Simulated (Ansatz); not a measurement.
# Al3BP4: the band gap up the ladder of functionals

One table from this session's results is given with a row withheld; the runs are named, their logs left out.

The runs shown are made with Ansatz 0.2.0. PAW datasets, plane waves. The calculation is spin-unpolarised, and the structure need not be a phase that has been made.

## The structure to begin with

The cell was relaxed beforehand with r2SCAN.

It is trigonal, R3m (No. 160); conventional cell a = 3.717 Å, c = 36.913 Å, 18.40 Å³ an atom. Around B lie 4 P at 1.97–2.23 Å; around Al lie 4 P at 2.32–2.37 Å; around Al lie 4 P at 2.32–2.36 Å; around P lie 3 B at 2.23 Å and 1 Al at 2.37 Å.

As a file:

```xyz
8
Lattice="1.8585 1.0730 12.3045 -1.8585 1.0730 12.3045 0.0000 -2.1460 12.3045" Properties=species:S:1:pos:R:3 pbc="T T T"
B     1.8585    1.0730   12.3767
Al    0.0000    0.0000    9.3885
Al    0.0000    0.0000   18.4620
Al    0.0000    0.0000   27.5345
P     0.0000    0.0000   11.7581
P     0.0000    0.0000   20.8184
P     0.0000    0.0000   29.8902
P     0.0000    0.0000    2.0448
```

The first run:

Input file input.yaml:

```yaml
crystal:
  lattice:
    - [1.8584583598, 1.0729814343, 12.3044800043]
    - [-1.8584583598, 1.0729814343, 12.3044800043]
    - [0.0, -2.1459628687, 12.3044800043]
  atoms:
    - { symbol: B, position: [1.0019564212, 0.0019564212, 0.0019564212] }
    - { symbol: Al, position: [0.2543370839, 0.2543370839, 0.2543370839] }
    - { symbol: Al, position: [0.5001433801, 0.5001433801, 0.5001433801] }
    - { symbol: Al, position: [0.7459216288, 0.7459216288, 0.7459216288] }
    - { symbol: P, position: [0.318531276, 0.318531276, 0.318531276] }
    - { symbol: P, position: [0.5639782732, 0.5639782732, 0.5639782732] }
    - { symbol: P, position: [0.8097368478, 0.8097368478, 0.8097368478] }
    - { symbol: P, position: [0.0553950892, 0.0553950892, 0.0553950892] }
kpoints:
  mp_grid: { grid: [8, 8, 8] }
  band_path:
    path:
      - [[0.0, 0.0, 0.0], [-0.5, -0.5, -0.5], [-0.5, -0.1717361841625, -0.8282638158375]]
      - [[-0.1717361841625, 0.1717361841625, -0.5], [5.11432194458e-16, -5.39997489133e-17, -0.5], [0.0, 0.0, 0.0], [6.067641472411e-16, 0.3358680920812, -0.3358680920812]]
      - [[-0.3358680920812, -1.079994978266e-16, -0.6641319079188], [-0.5, -1.079994978266e-16, -0.5], [0.0, 0.0, 0.0]]
    npoints: 10
hamiltonian:
  xc: pbe
scf:
  occupations: { method: fermi_dirac, width: 0.02 }
  n_extra_bands: 6
output:
  forces: true
  stress: true
  eigenvalues: true
  write_density: true
  write_potential: true
  elf: true
  volumetric_format: npy
```

Command:

```
$ ansatz run input.yaml --threads 4 --pin off --max-ram 6451MiB --backend cpu --events-out ev --progress --plain --runs-dir out
```

Among the steps run: Band structure with PBE; Single point with r2SCAN; HSE06; PBE0 at the same geometry.

One table of the session follows, with a row left open; its other results are not shown here.

| level | gap (eV) |
| --- | --- |
| PBE | 1.18 |
| r2SCAN | 1.43 |
| HSE06 | 1.89 |
| PBE0 | ? |

Q: Estimate the row for PBE0 from the others.

The run gave: gap (eV): 2.59. In the column «gap (eV)» it is the highest.

Meshes: PBE 8×8×8, r2SCAN 8×8×8, HSE06 4×4×4, PBE0 4×4×4

The gap runs from 1.18 eV (PBE) to 2.59 eV (PBE0). Against HSE06, PBE is short by 0.71 eV, at 62 % of it, and r2SCAN 76 %. PBE0 lies 0.69 eV above HSE06, which differs from it by screening the long-range exchange. The levels disagree on whether the gap is direct.

Caveats from the session: Warnings in the runs' records: stress exchange threshold loose, stress scf threshold loose.
